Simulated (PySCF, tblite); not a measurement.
**CH₄ClFSi, a small molecule taken as a stand-in for a surface group (C site with back bonds [SiH3], F, Cl): NMR shifts, core binding energies and electronic excitations, part 1 of 2**

What NMR shifts, core binding energies and electronic excitations should one expect for `FC([SiH3])Cl`?

Programs: tblite 0.8.0 and PySCF 2.14.0. All values are calculated, for the isolated system unless a continuum is named. Atoms count from 0, parts from 1.

## 1. Starting point

8 atoms, charge 0, multiplicity 1; geometry: distance geometry start.

## 2. Relaxing the cluster with GFN2-xTB

The job: settings as JSON, then the geometry in Å.

```
{"job": {"kind": "relax", "xc": "GFN2-xTB", "basis": "xTB"}, "charge": 0, "multiplicity": 1}
C      0.527307     1.712263    -0.837847
Si    -0.113627     0.680868     0.558954
F      1.438824     2.504215    -0.369313
Cl     1.209616     0.660278    -2.053952
H     -0.234405     2.242368    -1.252796
H      0.419547    -0.655632     0.460229
H     -1.539030     0.606241     0.485013
H      0.239978     1.247949     1.768975
```

Method: GFN2-xTB geometry optimisation, gas phase.

Command:

```bash
$ OMP_NUM_THREADS=1 python cluster_run.py task.json out
```

The driver reads the jobs from task.json and runs them one after another.

The program printed:

```text
step      E/eV     max force
  0    -412.57705    3.196
  1    -412.87848    1.479
  2    -412.96993    0.725
  3    -413.02214    0.487
  4    -413.03562    0.362
  5    -413.04260    0.207
  6    -413.04564    0.150
  7    -413.04707    0.098
  8    -413.04763    0.069
  9    -413.04805    0.083
 10    -413.04859    0.096
 11    -413.04922    0.086
 12    -413.04975    0.074
 13    -413.05001    0.041
 14    -413.05011    0.032
 15    -413.05020    0.032
 16    -413.05033    0.056
 17    -413.05056    0.073
 18    -413.05089    0.072
 19    -413.05130    0.077
 20    -413.05178    0.071
 21    -413.05239    0.079
 22    -413.05336    0.122
 23    -413.05491    0.150
 24    -413.05695    0.181
 25    -413.05931    0.185
 26    -413.06194    0.147
 27    -413.06476    0.206
 28    -413.06689    0.315
 29    -413.06917    0.277
 30    -413.07195    0.115
 31    -413.07326    0.089
 32    -413.07483    0.130
 33    -413.07660    0.188
 34    -413.08013    0.241
 35    -413.08501    0.217
 36    -413.08851    0.143
 37    -413.08822    0.229
 38    -413.09010    0.056
 39    -413.09039    0.045
 40    -413.09098    0.046
 41    -413.09144    0.052
 42    -413.09192    0.052
 43    -413.09213    0.032
 44    -413.09222    0.021
 45    -413.09227    0.018
 46    -413.09232    0.019
 47    -413.09238    0.021
 48    -413.09244    0.017
 49    -413.09247    0.011
 50    -413.09248    0.009
 51    -413.09249    0.012
 52    -413.09251    0.014
 53    -413.09252    0.010
 54    -413.09253    0.005
```

Run time: 0.58 s. Hardware: 1 thread of Arm Neoverse V1, shared host.

Step by step:

```
step  energy from step 0 (eV)  largest force (eV/Å)
   0                   0.0000                3.1966
   2                  -0.3929                0.7246
   4                  -0.4586                0.3625
   6                  -0.4686                0.1506
   8                  -0.4706                0.0688
  10                  -0.4715                0.0957
  12                  -0.4727                0.0735
  14                  -0.4731                0.0323
  16                  -0.4733                0.0559
  18                  -0.4738                0.0720
  20                  -0.4747                0.0704
  22                  -0.4763                0.1215
  24                  -0.4799                0.1805
  26                  -0.4849                0.1470
  28                  -0.4898                0.3147
  30                  -0.4949                0.1149
  32                  -0.4978                0.1304
  34                  -0.5031                0.2410
  36                  -0.5115                0.1433
  38                  -0.5131                0.0554
  40                  -0.5139                0.0461
  42                  -0.5149                0.0520
  44                  -0.5152                0.0212
  46                  -0.5153                0.0192
  48                  -0.5154                0.0175
  50                  -0.5154                0.0093
  52                  -0.5155                0.0134
  54                  -0.5155                0.0044
```

Close pairs (by a distance rule), those that changed most:

```
  bond  before (Å)  after (Å)  change (Å)
C0–Si1       1.851      1.931      +0.080
Si1–H7       1.382      1.462      +0.080
 C0–H4       1.017      1.093      +0.077
 C0–F2       1.295      1.366      +0.070
C0–Cl3       1.747      1.787      +0.040
Si1–H6       1.429      1.459      +0.030
Si1–H5       1.442      1.457      +0.015
```

## 3. Relaxing the molecule at PBE0-D3(BJ)/def2-SVP

The job: settings as JSON, then the geometry in Å.

```
{"job": {"xc": "PBE0", "basis": "def2-SVP", "d3": "d3bj", "grid": 2, "kind": "geom", "shake": 0.01}, "charge": 0, "multiplicity": 1}
C      0.334174     0.566211    -0.637672
Si    -0.403395    -0.513913     0.774203
F      1.542112     1.043061    -0.333993
Cl     0.474807    -0.395938    -2.127536
H     -0.278987     1.467218    -0.916111
H      0.511174    -1.631868     0.914898
H     -1.722147    -0.902116     0.332676
H     -0.411661     0.338792     1.965634
```

The program printed:

```text
step   0  E = -889.26339599  max force = 0.022841
step   1  E = -889.26718101  max force = 0.007364
step   2  E = -889.26729289  max force = 0.000752
step   3  E = -889.26729841  max force = 0.000428
optimisation converged
```

It took 12 s on 1 thread of Arm Neoverse V1, shared host; peak memory 0.49 GiB.

The steps of the relaxation:

```
step  energy from step 0 (eV)  largest force component (eV/Å)
   0                   0.0000                          1.1745
   1                  -0.1030                          0.3787
   2                  -0.1060                          0.0387
   3                  -0.1062                          0.0220
```

Distances of close pairs at the start and the end, largest changes first:

```
  bond  before (Å)  after (Å)  change (Å)
Si1–H6       1.444      1.490      +0.046
Si1–H5       1.451      1.488      +0.037
Si1–H7       1.465      1.493      +0.028
 C0–F2       1.334      1.360      +0.026
 C0–H4       1.125      1.102      -0.023
C0–Cl3       1.779      1.792      +0.013
C0–Si1       1.925      1.914      -0.011
```

The final coordinates are the input of the step that follows.

```
                         at the end point                value
  point group (found at 0.08 Å tolerance)                   C1
rotational constants (GHz, main isotopes)  6.019, 3.118, 2.204
                        dipole moment (D)                 1.71
```

## 4. Shielding tensors: PBE0/pcSseg-2

The job: settings as JSON, then the geometry in Å.

```
{"job": {"kind": "nmr", "xc": "PBE0", "basis": "pcSseg-2"}, "charge": 0, "multiplicity": 1}
C      0.263782     0.539273    -0.778146
Si    -0.486521    -0.515463     0.631311
F      1.511211     0.960083    -0.437379
Cl     0.346363    -0.469361    -2.257030
H     -0.339251     1.420322    -1.051692
H      0.396581    -1.695516     0.836203
H     -1.859496    -0.931336     0.228022
H     -0.545808     0.314759     1.870515
```

Level: GIAO PBE0/pcSseg-2 NMR shielding, non-relativistic, gas phase.

The program printed:

```text
coarse grid: 7904 points
cycle   1  E = -889.6554542573  dE =  1.774e-01  |g| = 4.932e-01  |ddm| = 1.942e+00
cycle   2  E = -889.6025891613  dE =  5.287e-02  |g| = 7.591e-01  |ddm| = 5.969e-01
cycle   3  E = -889.6977042234  dE = -9.512e-02  |g| = 4.579e-02  |ddm| = 3.565e-01
cycle   4  E = -889.6980143137  dE = -3.101e-04  |g| = 2.089e-02  |ddm| = 4.645e-02
cycle   5  E = -889.6980948874  dE = -8.057e-05  |g| = 5.392e-03  |ddm| = 1.944e-02
cycle   6  E = -889.6980997598  dE = -4.872e-06  |g| = 2.433e-03  |ddm| = 5.276e-03
final grid: 67976 points
cycle   7  E = -889.7061213901  dE = -4.965e-05  |g| = 5.962e-03  |ddm| = 1.865e-02
cycle   8  E = -889.7061179832  dE =  3.407e-06  |g| = 7.214e-03  |ddm| = 6.349e-03
cycle   9  E = -889.7061255449  dE = -7.562e-06  |g| = 1.178e-03  |ddm| = 3.696e-03
cycle  10  E = -889.7061257263  dE = -1.814e-07  |g| = 1.797e-04  |ddm| = 6.202e-04
cycle  11  E = -889.7061257322  dE = -5.898e-09  |g| = 6.005e-05  |ddm| = 1.977e-04
cycle  12  E = -889.7061257330  dE = -7.935e-10  |g| = 2.208e-05  |ddm| = 5.451e-05
converged SCF energy = -889.7061257330

GIAO shielding tensors (ppm)
atom      isotropic    diamagn.    paramagn.     s11        s22        s33       span
  0 C       79.757     240.977    -161.221     36.929     72.774    129.568     92.640
  1 Si     403.813     877.790    -473.977    375.361    390.579    445.498     70.138
  2 F      357.797     466.843    -109.046    269.761    328.162    475.467    205.706
  3 Cl     709.486    1145.759    -436.273    389.091    740.677    998.689    609.598
  4 H       24.855      28.199      -3.344     21.155     25.401     28.009      6.854
  5 H       27.131      28.351      -1.220     24.334     26.111     30.947      6.612
  6 H       27.252      28.377      -1.125     24.154     25.848     31.754      7.601
  7 H       27.005      28.457      -1.452     23.885     24.967     32.162      8.277
```

Run time: 20 s. Hardware: 1 thread of Arm Neoverse V1, shared host; peak memory 0.88 GiB.

Shifts follow as δ = σ(reference) − σ, with reference shieldings (ppm) from runs at the same level and on the same kind of geometry: 1H TMS 31.25, 13C TMS 184.1, 29Si TMS 341.3, 19F CFCl3 175.8, 35Cl HCl 941. The references are single molecules in the gas phase, so shifts against H2O, NH3, PH3, H3PO4 or CFCl3 are not on the usual liquid scales and can be off by tens of ppm.

```
atoms                               environment  σ (ppm)  δ (ppm)
   C0             carbon bonded to Cl, F, Si, H     79.8    104.4
   H4  hydrogen on a carbon bonded to Cl, F, Si    24.86     6.39
   H7         hydrogen on a silicon bonded to C    27.00     4.24
   H5         hydrogen on a silicon bonded to C    27.13     4.11
   H6         hydrogen on a silicon bonded to C    27.25     3.99
  Si1                  silicon bonded to C, 3 H    403.8    -62.5
   F2                      fluorine bonded to C    357.8   -182.0
  Cl3                      chlorine bonded to C      709      231
```

The run also stored atomic charges by several schemes (e):

```
atoms  Mulliken    IAO  Hirshfeld  ESP fit
   C0      0.09  -0.08      -0.01    -0.13
  Si1      0.57   0.61       0.30     0.29
   F2     -0.25  -0.29      -0.10    -0.12
  Cl3     -0.14  -0.09      -0.05    -0.10
```

Mayer bond orders: C0–Si1 0.88, C0–F2 0.94, C0–Cl3 1.01.

The fields below are evaluated on a grid from the run's orbitals.

Frontier orbitals at PBE0/pcSseg-2, with the share of their density that lies nearest to each atom:

```
orbital  energy (eV)                                        lies on
   HOMO        -8.39                     Cl3 54 %; C0 16 %; Si1 9 %
   LUMO        -0.24  Cl3 19 %; H4, H6, H7 about 14 % each; C0 14 %
```

ELF in a plane through or near 4 of the atoms.

Ten even steps from ' ' (0.00) to '@' (1.00):
```
                                                        
                                                        
                                                        
                                ..==****==..            
                ........        ++%%@@@@@@##--          
            ..::--==--::      ::%%@@@@@@@@@@%%==        
            ..--==++++--..    --%%@@@@@@@@@@@@##..      
              ::--++++--::::::==%%@@@@@@@@@@@@++..      
                ::==--::++%%**......++@@@@##++::        
              ..::::==++++@@++::%%**--::--::..          
      ......::--==++..::##@@==--++##++......            
    ..==****######%%%%**++**==  ..::  --::..            
    ::**%%%%%%**::--**++::....::--++**++--::            
    ::**%%%%%%::++::**##++..  ..--++++==--..            
    ..==**##%%##++##@@%%##::    ..----::..              
      ..--++**####%%%%##**::                            
        ..::--==++******==..                            
              ..::::::::..                              
                                                        
                                                        
```
The map spans 8.6 Å across and 8.0 Å up, centred on the molecule. Atoms in the plane (x, y in Å): C0 (-0.9, 0.2), Si1 (1.0, -0.1), Cl3 (-1.7, -1.4), H7 (1.6, 1.3).

log10 of the density (e/Å³) in the same plane.

Values, 10 rows by 14 columns:
```
-4.0 -4.0 -4.0 -4.0 -4.0 -4.0 -4.0 -4.0 -4.0 -4.0 -4.0 -4.0 -4.0 -4.0
-4.0 -4.0 -4.0 -3.6 -3.1 -3.0 -3.3 -3.4 -3.0 -2.8 -2.9 -3.3 -3.8 -4.0
-4.0 -4.0 -3.2 -2.4 -1.9 -1.7 -2.1 -2.4 -1.9 -1.6 -1.8 -2.3 -3.0 -4.0
-4.0 -3.9 -2.5 -1.5 -0.6 -0.4 -1.0 -1.3 -0.8 -0.2 -0.6 -1.5 -2.5 -3.6
-4.0 -3.3 -2.3 -1.4 -0.5  0.2  0.0 -0.4 -0.1 -0.1 -0.6 -1.5 -2.4 -3.6
-3.4 -2.6 -1.7 -1.0 -0.4  0.2  0.2 -0.1  1.9  0.8 -0.9 -1.7 -2.5 -3.7
-3.0 -2.1 -0.9  0.0  0.5  0.1 -0.6 -0.9 -0.6 -0.5 -1.1 -1.9 -2.8 -4.0
-3.1 -2.2 -1.0 -0.2  0.2  0.0 -0.8 -1.7 -1.6 -1.5 -1.9 -2.5 -3.3 -4.0
-3.2 -2.8 -1.9 -1.2 -0.9 -1.0 -1.5 -2.4 -2.6 -2.6 -2.9 -3.4 -4.0 -4.0
-3.2 -3.3 -3.1 -2.7 -2.5 -2.5 -2.8 -3.4 -3.8 -4.0 -4.0 -4.0 -4.0 -4.0
```
The map spans 8.6 Å across and 8.0 Å up, centred on the molecule. Atoms in the plane (x, y in Å): C0 (-0.9, 0.2), Si1 (1.0, -0.1), Cl3 (-1.7, -1.4), H7 (1.6, 1.3).

On the surface of density 0.002 e/bohr³ the electrostatic potential runs, from the 1st to the 99th percentile, from -0.70 V near F2 to 1.50 V near H4.

(Continued in part 2 of 2.)
